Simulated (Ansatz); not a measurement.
# HfOs: response to strain

HfOs is deformed so: zz strain of -1 %. What stress and forces result, by LAPW, PAW and all-electron datasets made for the crystal?

Method: DFT PBEsol, scalar-relativistic, in Ansatz 0.2.0.

2 further runs of the same task are left out: 2 set aside as unsound or not needed.

### 1 The structure to begin with

Symmetry: Pm-3m, No. 221, cubic system. The conventional cell has a = 3.239 Å, b = 3.239 Å, c = 3.239 Å, α = 90.00°, β = 90.00°, γ = 90.00°. Hf (site symmetry m-3m) has 8 Os at 2.81 Å as nearest neighbours. Os (site symmetry m-3m) is surrounded by 8 Hf at 2.81 Å.

Coordinates:

```xyz
2
Lattice="3.2390 0.0000 0.0000 0.0000 3.2390 0.0000 0.0000 0.0000 3.2390" Properties=species:S:1:pos:R:3 pbc="T T T"
Hf    0.0000    0.0000    0.0000
Os    1.6195    1.6195    1.6195
```

Atoms are numbered in the order of the input: Hf1, Os2.

### 2 The deformed structure

Space group Pm-3m before, P4/mmm after.

### 3 All-electron LAPW

Input file input.yaml:

```yaml
crystal:
  lattice:
    - [3.239, 0.0, 0.0]
    - [0.0, 3.239, 0.0]
    - [0.0, 0.0, 3.20661]
  atoms:
    - { symbol: Hf, position: [0.0, 0.0, 0.0] }
    - { symbol: Os, position: [0.5, 0.5, 0.5] }
kpoints:
  mp_grid: { grid: [10, 10, 10] }
  band_path:
    path:
      - [0.0, 0.0, 0.0]
      - [0.0, 0.5, 0.0]
      - [0.5, 0.5, 0.0]
      - [0.0, 0.0, 0.0]
      - [0.0, 0.0, 0.5]
      - [0.0, 0.5, 0.5]
      - [0.5, 0.5, 0.5]
      - [0.0, 0.0, 0.5]
      - [0.0, 0.5, 0.0]
    npoints: 5
scf:
  occupations: { method: fermi_dirac, width: 0.05 }
hamiltonian:
  xc: pbesol
  pseudopotentials: { kind: all_electron, lapw: { basis_error: 0.001 } }
output:
  forces: true
  stress: true
  eigenvalues: true
```

On the command line:

```console
$ ansatz run input.yaml --threads 1 --pin off --max-ram 3072MiB --backend cpu --events-out ev --progress --plain --runs-dir out
```

### 4 PAW on the default files

Input file input.yaml:

```yaml
crystal:
  lattice:
    - [3.239, 0.0, 0.0]
    - [0.0, 3.239, 0.0]
    - [0.0, 0.0, 3.20661]
  atoms:
    - { symbol: Hf, position: [0.0, 0.0, 0.0] }
    - { symbol: Os, position: [0.5, 0.5, 0.5] }
kpoints:
  mp_grid: { grid: [10, 10, 10] }
scf:
  occupations: { method: fermi_dirac, width: 0.05 }
hamiltonian:
  xc: pbesol
  pseudopotentials: { kind: paw }
output:
  forces: true
  stress: true
  eigenvalues: true
  efg: { contact_densities: true }
```

### 5 All-electron PAW on datasets made for the crystal

input.yaml, as its differences from that of step 4:

```diff
@@ -14,3 +14,3 @@
   xc: pbesol
-  pseudopotentials: { kind: paw }
+  pseudopotentials: { kind: all_electron, datasets: crystal }
 output:
```

(Steps that only read results are left out.)

What does the calculation give? Wanted: pressure; largest shear or deviatoric stress.

The runs gave:

```
                                 quantity                                              value
                                 pressure  LAPW -1.25, PAW -1.27, crystal datasets -1.25 GPa
largest shear or deviatoric stress (LAPW)                                           1.98 GPa
```

Against the undeformed cell the largest change of stress is +4.26 GPa, in the zz component, with the atoms carried along and not relaxed. PAW: stress within 0.03 GPa of LAPW. Crystal datasets: stress within 0.01 GPa of LAPW. Spin-orbit coupling is left out, though the cell holds Os; in elements this heavy it can shift bands and gaps by tenths of an eV.
